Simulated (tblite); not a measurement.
# CH4ClGeO: the cost of one run

Computed with tblite 0.8.0 and PySCF 2.14.0; each step states its level. No surroundings beyond the atoms listed, unless a continuum is named. Atoms count from 0, parts from 1.

## 1. Starting point

8 atoms, charge 0, multiplicity 2; geometry: distance geometry start.

## 2. Geometry optimisation with GFN2-xTB

The job: settings as JSON, then the geometry in Å.

```
{"job": {"kind": "relax", "xc": "GFN2-xTB", "basis": "xTB"}, "charge": 0, "multiplicity": 2}
Ge    -0.043274    -0.964303     1.400038
C      0.910117    -0.069704    -0.021384
O     -1.450938    -2.048984     0.905858
Cl     1.225002    -1.687101     3.080486
H      1.567472     0.649901     0.362717
H      0.235727     0.421036    -0.650483
H      1.453107    -0.769247    -0.566605
H     -1.490040    -3.003751     1.091086
```

Method: GFN2-xTB geometry optimisation, gas phase.

Launch:

```sh
> OMP_NUM_THREADS=1 python cluster_run.py task.json out
```

The driver reads the jobs from task.json and runs them one after another.

Q: Estimate the wall time of this first job on 1 thread of Arm Neoverse N1, shared host.

About 1.2 s.
